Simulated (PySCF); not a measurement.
# 2-Chloropyridine: geometry, spin-spin couplings

Wanted: the spin-spin couplings of 2-Chloropyridine (`Clc1ccccn1`), by calculation.

The runs use PySCF 2.14.0, with density-fitted response routines of our own; the level of theory stands in each step. All values are computed, except where a source is named. Atoms are numbered from 0 throughout.

## 1. The starting structure

11 atoms, charge 0, multiplicity 1; geometry from: GFN2-xTB.

Bonds of the start (Å): Cl0–C1 1.72, C1–C2 1.39, C2–C3 1.38, C3–C4 1.39, C4–C5 1.38, C5–N6 1.32, N6–C1 1.32, C2–H7 1.08, C3–H8 1.08, C4–H9 1.08, C5–H10 1.08.

## 2. Geometry optimisation at PBE0-D3(BJ)/def2-SVP

What the job is given:

```
{"job": {"xc": "PBE0", "basis": "def2-SVP", "d3": "d3bj", "grid": 1, "kind": "geom"}, "charge": 0, "multiplicity": 1}
Cl     2.602905    -1.679558    -0.112304
C      1.114549    -0.817900    -0.053606
C      1.122847     0.571151    -0.004090
C     -0.103370     1.210776     0.042377
C     -1.264810     0.450160     0.038753
C     -1.143899    -0.928547    -0.013357
N      0.022308    -1.550470    -0.058619
H      2.052260     1.116447    -0.002408
H     -0.151001     2.289294     0.081134
H     -2.235987     0.916684     0.075345
H     -2.010377    -1.575364    -0.019189
```

**Question.** This job is followed by: B3LYP/cc-pVTZ indirect spin-spin coupling, non-relativistic, gas phase; B3LYP/6-31G* indirect spin-spin coupling, non-relativistic, gas phase. What will the session give for the following? point group; rotational constants (main isotopes); largest coupling of the table (B3LYP/cc-pVTZ); range of J(C5,H10), mean over like pairs.

As calculated:

| quantity | value |
| --- | --- |
| point group | Cs |
| rotational constants (main isotopes) | 5.90, 1.64, 1.28 GHz |
| largest coupling of the table (B3LYP/cc-pVTZ) | ¹J(C,H) C5–H10, 171.4 Hz |
| range of J(C5,H10), mean over like pairs | 171.4 to 182.2 Hz |

In words: Relaxing lowered the energy by 0.028 eV in 5 steps; the close pair that moved most is Cl0–C1, from 1.721 to 1.737 Å. In the run at B3LYP/cc-pVTZ, the largest coupling of the table is C5–H10, 171.4 Hz, of which the Fermi-contact term gives 170.4 Hz. The coupling C5–H10, as a mean over pairs of its kind, runs from 171.4 Hz (B3LYP/cc-pVTZ) to 182.2 Hz (B3LYP/6-31G*). Couplings from bases without tight functions are rough.
